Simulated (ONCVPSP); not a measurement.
# Pseudopotential generation for Cd: ONCV, PBE

Do these settings give a usable potential? It is generated, then checked for transferability, scattering, ghosts and hardness.

The numbers are computed with ONCVPSP 4.0.1 (PBE, scalar-relativistic, spin-unpolarised reference atom).

### 1 The atom and the settings

The settings as typed:

```json
{
 "element": "cadmium (Cd, Z = 48)",
 "type": "optimised norm-conserving Vanderbilt (ONCV)",
 "frozen core": "[Ar] 3d10",
 "valence charge": "20",
 "reference configuration": "4s2 4p6 4d10 5s1.75 5p0.25",
 "partial waves": "4s+5s: rc 1.55 bohr, ncon 4, nbas 7, qcut 6.8 1/bohr, 3 projectors, debl 3.4 Ha; 4p+5p: rc 1.60 bohr, ncon 5, nbas 9, qcut 9.4 1/bohr, 3 projectors, debl 2.1 Ha; 4d: rc 1.35 bohr, ncon 4, nbas 8, qcut 10.7 1/bohr, 2 projectors, debl 1.4 Ha",
 "local potential": "polynomial inside 1.00 bohr (lpopt 5, dvloc0 2 Ha)",
 "core correction": "Teter function fitted to the true core (icmod 2), fcfact 0.35"
}
```

### 2 Generation

The input, Cd.dat:

```
# ATOM AND REFERENCE CONFIGURATION
# atsym  z   nc   nv     iexc    psfile
  Cd 48.00    6    5        4      upf
#
#   n    l    f
    1    0    2.00
    2    0    2.00
    2    1    6.00
    3    0    2.00
    3    1    6.00
    3    2   10.00
    4    0    2.00
    4    1    6.00
    4    2   10.00
    5    0    1.75
    5    1    0.25
#
# PSEUDOPOTENTIAL AND OPTIMIZATION
# lmax
    2
#
#   l,   rc,      ep,       ncon, nbas, qcut
    0    1.55    0.00    4    7    6.80
    1    1.60    0.00    5    9    9.40
    2    1.35    0.00    4    8   10.70
#
# LOCAL POTENTIAL
# lloc, lpopt,  rc(5),   dvloc0
    4    5    1.00    2.00
#
# VANDERBILT-KLEINMAN-BYLANDER PROJECTORs
# l, nproj, debl
    0    3    3.40
    1    3    2.10
    2    2    1.40
#
# MODEL CORE CHARGE
# icmod, fcfact, rcfact
    2    0.35    0.95
#
# LOG DERIVATIVE ANALYSIS
# epsh1, epsh2, depsh
   -5.00    5.00    0.04
#
# OUTPUT GRID
# rlmax, drl
    6.00    0.01
#
# TEST CONFIGURATIONS
# ncnf
    4
# nvcnf
#   n    l    f
    5
    4    0    2.00
    4    1    6.00
    4    2   10.00
    5    0    2.00
    5    1    0.00
#
    5
    4    0    2.00
    4    1    6.00
    4    2   10.00
    5    0    1.00
    5    1    0.00
#
    5
    4    0    2.00
    4    1    6.00
    4    2   10.00
    5    0    0.00
    5    1    0.00
#
    5
    4    0    2.00
    4    1    6.00
    4    2   10.00
    5    0    1.00
    5    1    1.00
#
```

Started as:

```bash
$ oncvpsp.x < Cd.dat > Cd.out
```

**Question.** What will these runs give? Wanted: cutoffs for 1 and 0.1 mHa per electron, occupied waves; bound ghosts; GHOST(+) flags; largest test error; largest phase difference near zero energy, channels read; rms error of d²Exc/dn², without and with the model core.

**Answer**, as computed:

| quantity | value |
| --- | --- |
| cutoffs for 1 and 0.1 mHa per electron, occupied waves | 38 Ha and 45 Ha |
| bound ghosts | none found |
| GHOST(+) flags | s at 435 eV |
| largest test error (AE − PS) | -1.9 meV, for 4s2 4p6 4d10 5s1 5p0 (1 test unsolved) |
| largest phase difference near zero energy, channels read | 0.000 rad |
| rms error of d²Exc/dn², without and with the model core | 3.17 and 1.43 mHa |

The worst unpolarised test, 4s2 4p6 4d10 5s1 5p0, is off by 1.9 meV on 8.1 eV; by total energies transferability rates as very good where solved. Of the tests 1 gave no usable energy difference, which is a warning in itself. The potential is hard: the looser tolerance needs 38 Ha. At the looser tolerance the 4d wave is the slowest; 4p needs 20 Ha. The program's ghost test flags no bound state. Near zero energy the phases of the channels with partial waves agree within 0.001 rad. The program also flags highly localised states, GHOST(+) (s). All of this concerns the isolated atom, not yet a solid.
